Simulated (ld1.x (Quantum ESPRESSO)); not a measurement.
**A PAW potential for Al, from input to tests**

Task: generate the file, and judge it by its errors in other configurations, its logarithmic derivatives, its ghosts and its cutoff.

The numbers are computed with ld1.x (Quantum ESPRESSO) 7.5 (PBEsol, scalar-relativistic, spin-unpolarised reference atom).

**1. The design**

The settings as typed:

* element: aluminium (Al, Z = 13)
* type: PAW
* frozen core: [He]
* valence charge: 11
* reference configuration: 2s2 2p6 3s2 3p1
* partial waves: 2s (bound): rcut 0.85, rcutus 1.00 bohr; 3s (bound): rcut 0.85, rcutus 1.00 bohr; 2p (bound): rcut 0.95, rcutus 1.05 bohr; 3p (bound): rcut 0.95, rcutus 1.05 bohr; 3d channel at -0.05 Ry: rcut 0.70, rcutus 0.85 bohr
* local potential: all-electron potential smoothed inside 0.80 bohr (lloc = -2)
* core correction: Bessel-smoothed model core inside 0.75 bohr
* augmentation charge: PSQ, inside the norm-conserving radii

An earlier all-electron run gives the scale for the radii.

All-electron outer shells of the reference configuration (PBEsol, scalar-relativistic, ld1.x):

```
shell  level (eV)  outermost node (bohr)  outermost maximum (bohr)
   1s    -1507.83                      –                      0.08
   2s     -107.85                   0.16                      0.50
   2p      -69.54                      –                      0.43
   3s       -7.71                   0.80                      2.09
   3p       -2.69                   0.82                      2.64
```

**2. The generation run**

Al.in

```
 &input
   title='Al', zed=13., rel=1, dft='PBESOL', iswitch=3,
   config='[Ne] 3s2 3p1 3d-2',
   nld=3, rlderiv=1.15, eminld=-10.0, emaxld=5.0, deld=0.04
 /
 &inputp
   pseudotype=3, lpaw=.true., tm=.true., lloc=-2, rcloc=0.80,
   nlcc=.true., new_core_ps=.true., rcore=0.75,
   which_augfun='PSQ', rmatch_augfun_nc=.true.,
   file_pseudopw='Al.UPF', file_wfcaegen='ae.wfc', file_wfcncgen='nc.wfc', file_beta='beta', file_chi='chi', file_wfcusgen='us.wfc'
 /
5
2S  1  0   2.00   0.00  0.85  1.00  0.0
3S  2  0   2.00   0.00  0.85  1.00  0.0
2P  2  1   6.00   0.00  0.95  1.05  0.0
3P  3  1   1.00   0.00  0.95  1.05  0.0
3D  3  2  -2.00  -0.05  0.70  0.85  0.0
 &test
   configts(1)='2s2 2p6 3s2 3p1'
 /
```

Run with:

```sh
$ ld1.x < Al.in > Al.out
```

The output, Al.out (without the banner and most projector matrices):

```text
     Program LD1 v.7.5

     !!!!!!!!!!!!!!!!!!! WARNING !!!!!!!!!!!!!!!!!!!!!!!
     Message from routine ld1_readin:
     US requires at least two energies per channel 3D
     !!!!!!!!!!!!!!!!!!!!!!!!!!!!!!!!!!!!!!!!!!!!!!!!!!!
     --------------------------- All-electron run ----------------------------

     Al
     scalar relativistic calculation

     atomic number is 13.00
     dft =PBESOL   lsd =0 sic =0 latt =0  beta=0.20 tr2=1.0E-14
     Exchange-correlation= PBESOL
                           (   1   4  10   8   0   0   0)
     mesh =1135 r(mesh) = 100.48924 a.u. xmin = -7.00 dx = 0.01250
     1 Ry =  13.60569312 eV, c = 137.03599908

     n l     nl                  e(Ry)          e(Ha)          e(eV)
     1 0     1S 1( 2.00)      -110.8237       -55.4118     -1507.8330
     2 0     2S 1( 2.00)        -7.9266        -3.9633      -107.8472
     2 1     2P 1( 6.00)        -5.1111        -2.5555       -69.5394
     3 0     3S 1( 2.00)        -0.5670        -0.2835        -7.7149
     3 1     3P 1( 1.00)        -0.1977        -0.0988        -2.6895

     final scf error:  3.9E-15 reached in  22 iterations

     Etot =    -484.392823 Ry,    -242.196412 Ha,   -6590.500101 eV

     Ekin =     485.151537 Ry,     242.575769 Ha,    6600.822933 eV
     Encl =   -1159.476966 Ry,    -579.738483 Ha,  -15775.487787 eV
     Eh   =     225.781606 Ry,     112.890803 Ha,    3071.915248 eV
     Exc  =     -35.849000 Ry,     -17.924500 Ha,    -487.750496 eV

     normalization and overlap integrals

     s(1S/1S) =  1.000000  <r> =   0.1204  <r2> =    0.0195  r(max) =   0.0789
     s(2S/2S) =  1.000000  <r> =   0.6270  <r2> =    0.4716  r(max) =   0.4954
     s(2P/2P) =  1.000000  <r> =   0.6039  <r2> =    0.4639  r(max) =   0.4264
     s(3S/3S) =  1.000000  <r> =   2.5469  <r2> =    7.5760  r(max) =   2.0856
     s(3P/3P) =  1.000000  <r> =   3.4340  <r2> =   14.2108  r(max) =   2.6447

     ------------------------ End of All-electron run ------------------------

     --------------------- Generating PAW atomic setup --------------------

      Generating local potential from pseudized AE potential:
      Matching radius rcloc =   0.8000
      Enforcing V''(0)=0 (lloc=-2)

      Local pseudo, rcloc= 0.807 Estimated cut-off energy=    46.56 Ry

      Computing core charge for nlcc:

       r > 0.76 : true rho core
      Core charge pseudized with two Bessel functions
      Integrated core pseudo-charge :   0.00
      Wfc-us  2S rcutus= 1.010  Estimated cut-off energy=    51.02 Ry
      Wfc-us  3S rcutus= 1.010  Estimated cut-off energy=   104.62 Ry
      Wfc-us  2P rcutus= 1.062  Estimated cut-off energy=    73.05 Ry
      Wfc-us  3P rcutus= 1.062  Estimated cut-off energy=   139.67 Ry
      Wfc-us  3D rcutus= 0.848  Estimated cut-off energy=   143.26 Ry

     Required augmentation: PSQ   radius:    1.050000

     Q pseudized with Bessel functions
     Expected ecutrho=     796.0776 due to l1=  2   l2=  2

     Estimated PAW energy = -177.415138 Ryd

     The PAW screened D coefficients
    -1.00394     0.26745     0.00000     0.00000     0.00000
     0.26745    -0.06902     0.00000     0.00000     0.00000
     0.00000     0.00000    -5.28905    -0.93276     0.00000
     0.00000     0.00000    -0.93276    -0.64726     0.00000
     0.00000     0.00000     0.00000     0.00000    -0.31193

     The PAW descreened D coefficients (US)
    -1.75507    -1.03886     0.00000     0.00000     0.00000
    -1.03886    -0.81001     0.00000     0.00000     0.00000
     0.00000     0.00000    -0.06241    -0.82047     0.00000
     0.00000     0.00000    -0.82047    -1.04005     0.00000
     0.00000     0.00000     0.00000     0.00000    -0.35428

     ------------------- End of pseudopotential generation -------------------

     [... the all-electron block is printed once more ...]


     Computing logarithmic derivative in   1.15179
     Computing logarithmic derivative in   1.15179
     Computing the partial wave expansion
     R is outside the sphere for l=    0 j= 0.00
     R is outside the sphere for l=    0 j= 0.00
     R is outside the sphere for l=    1 j= 0.00
     R is outside the sphere for l=    1 j= 0.00
     R is outside the sphere for l=    2 j= 0.00

     ---------------------- Testing the pseudopotential ----------------------

     Al
     scalar relativistic calculation

     atomic number is 13.00   valence charge is 11.00
     dft = SLA  PW   PSX  PSC   lsd =0 sic =0 latt =0  beta=0.20 tr2=1.0E-14
     mesh =1135 r(mesh) = 100.48924 xmin = -7.00 dx = 0.01250

     n l     nl             e AE (Ry)        e PS (Ry)    De AE-PS (Ry)
     1 0     2S   1( 2.00)       -7.92662       -7.92651       -0.00011
     2 1     2P   1( 6.00)       -5.11105       -5.11094       -0.00011
     2 0     3S   1( 2.00)       -0.56703       -0.56702       -0.00001
     3 1     3P   1( 1.00)       -0.19767       -0.19767       -0.00001

     eps = 7.4E-15  iter =  6

     Etot =    -484.392823 Ry,    -242.196412 Ha,   -6590.500101 eV
     Etotps =  -177.415110 Ry,     -88.707555 Ha,   -2413.855536 eV

     Ekin =     167.451389 Ry,      83.725694 Ha,    2278.292207 eV
     Encl =    -429.316412 Ry,    -214.658206 Ha,   -5841.147348 eV
     Ehrt =     120.299097 Ry,      60.149548 Ha,    1636.752595 eV
     Ecxc =     -35.849183 Ry,     -17.924592 Ha,    -487.752989 eV
     (Ecc =      -0.000590 Ry,      -0.000295 Ha,      -0.008032 eV)

     ---------------------- End of pseudopotential test ----------------------
```

Run time: 2.3 s. Hardware: 1 thread of Neoverse-V1, shared host. This counts the later configuration tests of the new file too.

Partial waves on a coarse radial grid (AE all-electron, PS pseudo):

```tsv
r (bohr)	2s AE	2s PS
0.053	-0.5917	0.2214
0.105	-0.4463	0.4314
0.158	-0.0553	0.6312
0.210	0.3542	0.8073
0.262	0.7046	0.9588
0.315	0.9741	1.0841
0.368	1.1554	1.1776
0.420	1.2591	1.2380
0.473	1.3042	1.2681
0.525	1.3035	1.2692
0.578	1.2695	1.2445
0.630	1.2138	1.1992
0.683	1.1423	1.1363
0.735	1.0639	1.0630
0.788	0.9800	0.9814
0.840	0.8972	0.8988
0.893	0.8146	0.8155
0.945	0.7370	0.7372
0.998	0.6624	0.6624
1.050	0.5941	0.5941
1.102	0.5311	0.5311
1.155	0.4724	0.4724
1.208	0.4190	0.4190
1.260	0.3717	0.3717
1.313	0.3282	0.3282
1.365	0.2901	0.2901
```

**3. Transferability test**

Al.test.in

```
 &input
   title='Al', zed=13., rel=1, dft='PBESOL', iswitch=2,
   config='[Ne] 3s2 3p1 3d-2'
 /
 &test
   file_pseudo='Al.UPF', nconf=8,
   configts(1)='2s2 2p6 3s2 3p1',
   configts(2)='2s2 2p6 3s2 3p0',
   configts(3)='2s2 2p6 3s1 3p0',
   configts(4)='2s2 2p6 3s0 3p0',
   configts(5)='2s2 2p5 3s2 3p1',
   configts(6)='2s2 2p6 3s1 3p2',
   configts(7)='2s2 2p6 3s0 3p3',
   configts(8)='2s2 2p6 3s1 3p1'
 /
```

Run with:

```sh
$ ld1.x < Al.test.in > Al.test.out
```

Al.test.out, the pseudopotential blocks:

```text
     ---------------------- Testing the pseudopotential ----------------------

     Al
     scalar relativistic calculation

     atomic number is 13.00   valence charge is 11.00
     dft =SLA  PW   PSX  PSC   lsd =0 sic =0 latt =0  beta=0.20 tr2=1.0E-14
     mesh =1135 r(mesh) = 100.48924 xmin = -7.00 dx = 0.01250

     n l     nl             e AE (Ry)        e PS (Ry)    De AE-PS (Ry)
     1 0     2S   1( 2.00)       -7.92662       -7.92651       -0.00011
     2 1     2P   1( 6.00)       -5.11105       -5.11094       -0.00011
     2 0     3S   1( 2.00)       -0.56703       -0.56702       -0.00001
     3 1     3P   1( 1.00)       -0.19767       -0.19767       -0.00001

     eps = 4.9E-15  iter =  7

     Etot =    -484.392823 Ry,    -242.196412 Ha,   -6590.500101 eV
     Etotps =  -177.415109 Ry,     -88.707554 Ha,   -2413.855528 eV

     Ekin =     167.451388 Ry,      83.725694 Ha,    2278.292201 eV
     Encl =    -429.316410 Ry,    -214.658205 Ha,   -5841.147324 eV
     Ehrt =     120.299096 Ry,      60.149548 Ha,    1636.752582 eV
     Ecxc =     -35.849183 Ry,     -17.924592 Ha,    -487.752988 eV
     (Ecc =      -0.000590 Ry,      -0.000295 Ha,      -0.008032 eV)

     ---------------------- End of pseudopotential test ----------------------

     ---------------------- Testing the pseudopotential ----------------------

     Al
     [...]
     n l     nl             e AE (Ry)        e PS (Ry)    De AE-PS (Ry)
     1 0     2S   1( 2.00)       -8.53923       -8.53917       -0.00005
     2 1     2P   1( 6.00)       -5.72444       -5.72443       -0.00000
     2 0     3S   1( 2.00)       -1.08588       -1.08586       -0.00002
     3 1     3P   1( 0.00)       -0.66343       -0.66342       -0.00001

     eps = 9.4E-16  iter =  7

     Etot =    -483.971232 Ry,    -241.985616 Ha,   -6584.764058 eV
     Etotps =  -176.993513 Ry,     -88.496756 Ha,   -2408.119418 eV
     dEtot_ae =       0.421591 Ry
     dEtot_ps =       0.421596 Ry,   Delta E=      -0.000005 Ry

     [...]
     ---------------------- End of pseudopotential test ----------------------

     ---------------------- Testing the pseudopotential ----------------------

     Al
     [...]
     n l     nl             e AE (Ry)        e PS (Ry)    De AE-PS (Ry)
     1 0     2S   1( 2.00)       -9.44026       -9.44028        0.00001
     2 1     2P   1( 6.00)       -6.62544       -6.62553        0.00010
     2 0     3S   1( 1.00)       -1.73825       -1.73823       -0.00002
     3 1     3P   1( 0.00)       -1.25982       -1.25981       -0.00001

     eps = 2.2E-15  iter =  7

     Etot =    -482.562231 Ry,    -241.281115 Ha,   -6565.593628 eV
     Etotps =  -175.584497 Ry,     -87.792249 Ha,   -2388.948787 eV
     dEtot_ae =       1.830592 Ry
     dEtot_ps =       1.830612 Ry,   Delta E=      -0.000020 Ry

     [...]
     ---------------------- End of pseudopotential test ----------------------

     ---------------------- Testing the pseudopotential ----------------------

     Al
     [...]
     n l     nl             e AE (Ry)        e PS (Ry)    De AE-PS (Ry)
     1 0     2S   1( 2.00)      -10.45682      -10.45706        0.00024
     2 1     2P   1( 6.00)       -7.64164       -7.64200        0.00036
     2 0     3S   1( 0.00)       -2.37832       -2.37837        0.00004
     3 1     3P   1( 0.00)       -1.83557       -1.83558        0.00001

     eps = 3.1E-15  iter =  7

     Etot =    -480.492390 Ry,    -240.246195 Ha,   -6537.432000 eV
     Etotps =  -173.514606 Ry,     -86.757303 Ha,   -2360.786476 eV
     dEtot_ae =       3.900434 Ry
     dEtot_ps =       3.900503 Ry,   Delta E=      -0.000070 Ry

     [...]
     ---------------------- End of pseudopotential test ----------------------

     ---------------------- Testing the pseudopotential ----------------------

     Al
     [...]
     n l     nl             e AE (Ry)        e PS (Ry)    De AE-PS (Ry)
     1 0     2S   1( 2.00)       -9.86080       -9.86279        0.00199
     2 1     2P   1( 5.00)       -7.10093       -7.10444        0.00351
     2 0     3S   1( 2.00)       -1.33608       -1.33611        0.00003
     3 1     3P   1( 1.00)       -0.84570       -0.84587        0.00017

     eps = 6.7E-15  iter = 11

     Etot =    -478.315233 Ry,    -239.157617 Ha,   -6507.810276 eV
     Etotps =  -171.335058 Ry,     -85.667529 Ha,   -2331.132223 eV
     dEtot_ae =       6.077590 Ry
     dEtot_ps =       6.080051 Ry,   Delta E=      -0.002461 Ry

     [...]
     ---------------------- End of pseudopotential test ----------------------

     ---------------------- Testing the pseudopotential ----------------------

     Al
     [...]
     n l     nl             e AE (Ry)        e PS (Ry)    De AE-PS (Ry)
     1 0     2S   1( 2.00)       -8.06089       -8.06071       -0.00018
     2 1     2P   1( 6.00)       -5.24433       -5.24414       -0.00020
     2 0     3S   1( 1.00)       -0.62700       -0.62698       -0.00001
     3 1     3P   1( 2.00)       -0.24428       -0.24427       -0.00001

     eps = 6.8E-15  iter =  8

     Etot =    -484.016592 Ry,    -242.008296 Ha,   -6585.381214 eV
     Etotps =  -177.038876 Ry,     -88.519438 Ha,   -2408.736616 eV
     dEtot_ae =       0.376231 Ry
     dEtot_ps =       0.376233 Ry,   Delta E=      -0.000002 Ry

     [...]
     ---------------------- End of pseudopotential test ----------------------

     ---------------------- Testing the pseudopotential ----------------------

     Al
     [...]
     n l     nl             e AE (Ry)        e PS (Ry)    De AE-PS (Ry)
     1 0     2S   1( 2.00)       -8.18459       -8.18435       -0.00024
     2 1     2P   1( 6.00)       -5.36693       -5.36664       -0.00029
     2 0     3S   1( 0.00)       -0.67831       -0.67830       -0.00001
     3 1     3P   1( 3.00)       -0.28420       -0.28419       -0.00001

     eps = 3.1E-15  iter =  9

     Etot =    -483.628053 Ry,    -241.814026 Ha,   -6580.094872 eV
     Etotps =  -176.650335 Ry,     -88.325167 Ha,   -2403.450245 eV
     dEtot_ae =       0.764770 Ry
     dEtot_ps =       0.764774 Ry,   Delta E=      -0.000004 Ry

     [...]
     ---------------------- End of pseudopotential test ----------------------

     ---------------------- Testing the pseudopotential ----------------------

     Al
     [...]
     n l     nl             e AE (Ry)        e PS (Ry)    De AE-PS (Ry)
     1 0     2S   1( 2.00)       -8.66695       -8.66682       -0.00013
     2 1     2P   1( 6.00)       -5.85094       -5.85083       -0.00012
     2 0     3S   1( 1.00)       -1.14333       -1.14331       -0.00002
     3 1     3P   1( 1.00)       -0.71458       -0.71456       -0.00002

     eps = 3.9E-15  iter =  9

     Etot =    -483.545583 Ry,    -241.772791 Ha,   -6578.972813 eV
     Etotps =  -176.567864 Ry,     -88.283932 Ha,   -2402.328178 eV
     dEtot_ae =       0.847240 Ry
     dEtot_ps =       0.847245 Ry,   Delta E=      -0.000005 Ry

     [...]
     ---------------------- End of pseudopotential test ----------------------
```

The tests as a table, with energies relative to 2s2 2p6 3s2 3p1. The frozen-core shift comes from a second all-electron run, not shown, with the core orbitals held at their reference shape; it is that run's ΔE less the relaxed one.

```csv
valence configuration,charge,ΔE all-electron (eV),error AE − PS (meV),frozen-core shift (meV)
2s2 2p6 3s2 3p0,+1,5.736,-0.1,0.0
2s2 2p6 3s1 3p0,+2,24.906,-0.3,0.0
2s2 2p6 3s0 3p0,+3,53.068,-1.0,+0.1
2s2 2p5 3s2 3p1,+1,82.690,-33,+0.7
2s2 2p6 3s1 3p2,0,5.119,0.0,0.0
2s2 2p6 3s0 3p3,0,10.405,-0.1,0.0
2s2 2p6 3s1 3p1,+1,11.527,-0.1,0.0
```

**4. Does it scatter like the atom?**

Taken from the files of the generation run. The phase is arctan(r·u′/u) with u = r·R, unwrapped, with energies in Ry. A pole is an energy at which the radial function vanishes at the test radius. The pseudo phase is shifted by a multiple of π to meet the all-electron one at the reference energy. Levels narrower than the energy grid can be missing from the poles. The last column is the largest difference on the grid between −1 and +1 Ry.

```tsv
channel	radius (bohr)	reference (Ry)	poles AE	poles PS	window around the reference with phases within 0.05 rad (Ry)	largest difference near zero (rad)
s	1.15	-0.57	-6.66	-6.66	the whole range	0.000
p	1.15	-0.20	-3.96	-3.96	the whole range	0.000
d	1.15	-0.05	none	none	the whole range	0.000
```

Phases (rad) along the scan:

```tsv
E (Ry)	s AE	s PS	d AE	d PS
-10.00	0.925	0.924	1.315	1.315
-9.52	0.724	0.723	1.310	1.310
-9.04	0.287	0.285	1.305	1.305
-8.56	-0.506	-0.506	1.299	1.299
-8.08	-1.091	-1.091	1.292	1.292
-7.60	-1.357	-1.357	1.286	1.286
-7.12	-1.493	-1.493	1.278	1.278
-6.64	-1.574	-1.574	1.270	1.270
-6.16	-1.629	-1.629	1.262	1.262
-5.68	-1.670	-1.670	1.253	1.253
-5.20	-1.702	-1.703	1.243	1.243
-4.72	-1.730	-1.730	1.232	1.232
-4.24	-1.754	-1.754	1.220	1.220
-3.76	-1.776	-1.776	1.207	1.207
-3.28	-1.796	-1.796	1.193	1.193
-2.80	-1.816	-1.816	1.177	1.177
-2.32	-1.836	-1.836	1.159	1.159
-1.84	-1.857	-1.857	1.138	1.138
-1.36	-1.877	-1.877	1.115	1.115
-0.88	-1.900	-1.900	1.088	1.088
-0.40	-1.923	-1.923	1.058	1.058
0.08	-1.949	-1.949	1.021	1.021
0.56	-1.978	-1.978	0.978	0.978
1.04	-2.010	-2.010	0.926	0.926
1.52	-2.046	-2.047	0.863	0.863
2.00	-2.088	-2.089	0.785	0.785
2.48	-2.137	-2.138	0.686	0.686
2.96	-2.195	-2.196	0.560	0.561
3.44	-2.264	-2.267	0.402	0.403
3.92	-2.348	-2.353	0.205	0.207
4.40	-2.452	-2.459	-0.025	-0.022
4.88	-2.579	-2.591	-0.269	-0.266
```

**5. Cutoff and ghost test in a Bessel basis**

A separate test, outside the generator: the pseudo-atom's Hamiltonian at the reference potential is diagonalised in spherical Bessel functions j_l(qr) that vanish at 20 bohr, with q² up to the cutoff.

All-electron valence levels (Ry): 2s -7.9266, 3s -0.5670, 2p -5.1110, 3p -0.1977. The lowest levels of each channel (Ry) by cutoff; the last column sums, over occupied levels, occupation times the distance from the level at 400 Ry. A positive value at high cutoff is not a bound level.

```tsv
cutoff (Ry)	s #1	s #2	p #1	p #2	d #1	f #1	Σ f·Δε (mRy)
8	-6.1864	-0.3673	-1.9619	-0.0467	0.0481	0.1031	22926.4
15	-7.3075	-0.4595	-3.7628	-0.1056	0.0479	0.1031	9635.6
30	-7.8550	-0.5242	-4.8835	-0.1480	0.0479	0.1031	1644.5
45	-7.9197	-0.5466	-5.0734	-0.1622	0.0479	0.1031	316.7
60	-7.9261	-0.5593	-5.1042	-0.1704	0.0479	0.1031	85.5
90	-7.9264	-0.5667	-5.1103	-0.1900	0.0478	0.1031	14.0
100	-7.9265	-0.5669	-5.1105	-0.1952	0.0478	0.1031	6.8
140	-7.9267	-0.5670	-5.1110	-0.1974	0.0478	0.1031	1.1
160	-7.9267	-0.5671	-5.1110	-0.1975	0.0478	0.1031	0.8
200	-7.9267	-0.5671	-5.1111	-0.1976	0.0478	0.1031	0.2
400	-7.9267	-0.5671	-5.1111	-0.1977	0.0478	0.1031	0.0
```

The sum stays within 10 mRy from 100 Ry and within 1 mRy from 160 Ry. The sum leaves out empty levels, which can need more. Ghost test: no level below the all-electron spectrum of its channel (s, p, d, f tested).

**6. Summary of results**

| quantity | value |
| --- | --- |
| cutoffs for 10 and 1 mRy, occupied levels | 100 Ry and 160 Ry |
| bound ghosts | none found |
| largest test error (AE − PS) | -33 meV, for 2s2 2p5 3s2 3p1 |
| largest phase difference near zero energy, channels read | 0.000 rad |
| lowest eigenvalue of the overlap (Bessel basis) | 0.170 (s) |
| density cutoff estimated by the generator | 796 Ry |

What this shows: The worst unpolarised test, 2s2 2p5 3s2 3p1, is off by 33 meV on 82.7 eV; by total energies transferability rates as fair. That test lies far up in energy; among those under 40 eV, nearer to bonding, the largest error is 0.3 meV. Freezing the core alone would shift it much less, so the error comes from the pseudisation. The potential is hard: the looser tolerance needs 100 Ry. The slowest occupied level is 3p: taken alone it needs 110 Ry to come within 1 mRy, against 90 Ry for 3s. No bound ghost shows below the valence levels. Near zero energy the phases of the channels with partial waves agree within 0.001 rad.
